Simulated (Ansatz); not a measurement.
# LiCr4FeO8: the cost of one run

Method: DFT PBE+U (U_eff = 3.7 eV on Cr 3d, 4 eV on Fe 3d), scalar-relativistic, plane waves, PAW, in Ansatz 0.2.0.

## (1) Starting point

It takes space group F-43m (No. 216, cubic). The conventional cell has a = 8.276 Å, b = 8.276 Å, c = 8.276 Å, α = 90.00°, β = 90.00°, γ = 90.00°. Li (site symmetry -43m) is surrounded by 4 O at 1.95 Å. Around Cr (site symmetry 3m) lie 6 O at 1.98 Å. Around Fe (site symmetry -43m) lie 4 O at 1.96 Å. Around O (site symmetry 3m) lie 1 Li at 1.95 Å and 3 Cr at 1.98 Å. Around O (site symmetry 3m) lie 1 Fe at 1.96 Å and 3 Cr at 1.98 Å.

As a file:

```cif
data_structure
_symmetry_space_group_name_H-M 'P 1'
_symmetry_Int_Tables_number 1
_cell_length_a 5.8523
_cell_length_b 5.8523
_cell_length_c 5.8523
_cell_angle_alpha 60.000
_cell_angle_beta 60.000
_cell_angle_gamma 60.000
_cell_volume 141.73
loop_
_atom_site_label
_atom_site_type_symbol
_atom_site_fract_x
_atom_site_fract_y
_atom_site_fract_z
_atom_site_occupancy
Li1 Li 0.00000 0.00000 0.00000 1
Cr1 Cr 0.62519 0.62519 0.62519 1
Cr2 Cr 0.62519 0.62519 0.12444 1
Cr3 Cr 0.62519 0.12444 0.62519 1
Cr4 Cr 0.12444 0.62519 0.62519 1
Fe1 Fe 0.25000 0.25000 0.25000 1
O1 O 0.86380 0.86380 0.86380 1
O2 O 0.86380 0.86380 0.40860 1
O3 O 0.86380 0.40860 0.86380 1
O4 O 0.40860 0.86380 0.86380 1
O5 O 0.38707 0.38707 0.38707 1
O6 O 0.38707 0.38707 0.83879 1
O7 O 0.38707 0.83879 0.38707 1
O8 O 0.83879 0.38707 0.38707 1
```

The moments start at Cr 3.00; Fe 5.00 μB.

## (2) First run, at the start cell

input.yaml

```yaml
crystal:
  lattice:
    - [0.0, 4.1382, 4.1382]
    - [4.1382, 0.0, 4.1382]
    - [4.1382, 4.1382, 0.0]
  atoms:
    - { symbol: Li, position: [0.0, 0.0, 0.0] }
    - { symbol: Cr, position: [0.62518533, 0.62518533, 0.62518533], spin: 3.0 }
    - { symbol: Cr, position: [0.62518533, 0.62518533, 0.124444], spin: 3.0 }
    - { symbol: Cr, position: [0.62518533, 0.124444, 0.62518533], spin: 3.0 }
    - { symbol: Cr, position: [0.124444, 0.62518533, 0.62518533], spin: 3.0 }
    - { symbol: Fe, position: [0.25, 0.25, 0.25], spin: 5.0 }
    - { symbol: O, position: [0.863799, 0.863799, 0.863799] }
    - { symbol: O, position: [0.863799, 0.863799, 0.408603] }
    - { symbol: O, position: [0.863799, 0.408603, 0.863799] }
    - { symbol: O, position: [0.408603, 0.863799, 0.863799] }
    - { symbol: O, position: [0.38707067, 0.38707067, 0.38707067] }
    - { symbol: O, position: [0.38707067, 0.38707067, 0.838788] }
    - { symbol: O, position: [0.38707067, 0.838788, 0.38707067] }
    - { symbol: O, position: [0.838788, 0.38707067, 0.38707067] }
basis:
  ecutwfc: 420
  ecutrho_ratio: 4
kpoints:
  mp_grid: { grid: [3, 3, 3] }
hamiltonian:
  xc: pbe
  hubbard:
    sites:
      - { species: Cr, l: d, u_eff: 3.7 }
      - { species: Fe, l: d, u_eff: 4.0 }
scf:
  occupations: { method: gaussian, width: 0.05 }
output:
  forces: true
  stress: true
  eigenvalues: true
  populations: true
  hubbard: { sites: [{ species: Cr, l: d }, { species: Fe, l: d }] }
magnetization:
  spin_polarized: true
```

The run is started by

```
ansatz run input.yaml --threads 8 --pin off --max-ram 22528MiB --backend cpu --events-out ev --progress --plain --runs-dir out
```

**Question.** How long does this run take on 8 threads of Intel Xeon at 2.70GHz, shared host, and how much memory does it need?

About 7 s, with a peak of 0.8 GiB.
